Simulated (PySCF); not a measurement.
# C6H8Si: the cost of one run

Computed with PySCF 2.14.0 and routines of our own; the level stands in each step. Atoms count from 0.

### Step 1. The system as given

15 atoms, charge 0, multiplicity 1; geometry from: GFN2-xTB.

### Step 2. Geometry optimisation at PBE0/def2-SVP

What the job is given:

```
{"job": {"xc": "PBE0", "basis": "def2-SVP", "grid": 1, "kind": "geom"}, "charge": 0, "multiplicity": 1}
Si     2.473636    -0.019035     0.223842
C      0.595417    -0.012266     0.049331
C     -0.123819    -1.189941    -0.129866
C     -1.501675    -1.177836    -0.252777
C     -2.190513     0.021598    -0.197908
C     -1.493032     1.205292    -0.021853
C     -0.115932     1.183793     0.100453
H      3.066797     0.767886    -0.861197
H      2.949886    -1.401519     0.155621
H      2.842483     0.574503     1.512354
H      0.405052    -2.131949    -0.174464
H     -2.040495    -2.104642    -0.390672
H     -3.266673     0.034761    -0.293152
H     -2.026150     2.144636     0.020808
H      0.420604     2.112707     0.237568
```

Launch:

```
$ OMP_NUM_THREADS=1 python excited_run.py task.json out
```

The driver reads the jobs from task.json and runs them one after another.

Q: Estimate the wall time and peak memory of this first job on 1 thread of Arm Neoverse V1, shared host.

About 27 s, with a peak of 0.62 GiB.
